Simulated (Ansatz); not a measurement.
**BGeO (quartet): the correlation ladder at a displaced geometry (v2), cc-pVDZ**

An exercise on one series of results from a longer session: the logs are not shown, and one member is left open.

The runs use Ansatz 0.2.0, Gaussian basis; cc-pVDZ, core rule «outside noble gas», up to 16 orbitals frozen.

To be run: UHF; CCSD(T) on ROHF; CCSD(T) on UHF; BCCD(T) on ROHF; CISD; CCSDT(Q) on ROHF; CCSDT(Q) on UHF.

18 further runs of the same task are left out: 4 that didn't finish, 14 set aside as unsound or not needed.

## What is computed

The geometry is a PBE0/def2-TZVP stationary point (not a proven minimum) with its atoms shifted at random (size 0.100 Å). No spin-orbit coupling is included. The filled d shell of Ge may be among the frozen orbitals whatever the setting's name suggests; the logs give the count.

3 atoms, charge 0, spin multiplicity 4.

Atoms are counted from 1 here; the program's logs count them from 0.

Bond lengths: Ge1–B2 1.970 Å, B2–O3 1.219 Å. Angles: Ge1–B2–O3 171.4°.

The first run:

Contents of in.yaml:

```yaml
crystal:
  periodic: [false, false, false]
  atoms:
    - {symbol: Ge, position_ang: [0.084376, 0.005225, 1.714098]}
    - {symbol: B, position_ang: [-0.080498, 0.013599, -0.248909]}
    - {symbol: O, position_ang: [-0.003878, -0.018825, -1.465189]}
basis:
  gaussian: {orbitals: cc-pVDZ}
magnetization: {spin_polarized: true, initial_magnetization: 3}
hamiltonian: {xc: hf}
output: {orbitals: {seedname: orbitals}}
```

On the command line:

```bash
> ansatz run in.yaml --threads 1 --pin off --events-out ev --progress --plain --max-ram 2393MiB
```

Steps of the session up to this table: UHF; CCSD(T) on ROHF; CCSD(T) on UHF; BCCD(T) on ROHF; CISD; CCSDT(Q) on ROHF; CCSDT(Q) on UHF.

One table of the session follows, with a row left open; its other results are not shown here.

It belongs to the step «Misses and costs». 

```
   method  from RCCSDT(Q) (meV)
     ROHF               +8959.5
      UHF               +8909.4
     RMP2                +757.0
     UMP2                +736.1
     CISD               +1136.5
    RCCSD                +405.9
    UCCSD                +384.9
 RCCSD(T)                     ?
 UCCSD(T)                 +38.2
  BCCD(T)                 +55.5
   RCCSDT                 +29.1
   UCCSDT                  +9.1
RCCSDT(Q)                     0
UCCSDT(Q)                 -28.7
```

**Question.** Estimate the row for RCCSD(T).

As computed: from RCCSDT(Q) (meV): +58.0. In the column «from RCCSDT(Q) (meV)» it lies between BCCD(T) (+55.5) and UCCSD (+384.9).

Limits of these values: Restricted and unrestricted rows rest on different reference determinants; where their highest levels disagree by more than a few hundredths of an eV, they describe different states and don't form one ladder.
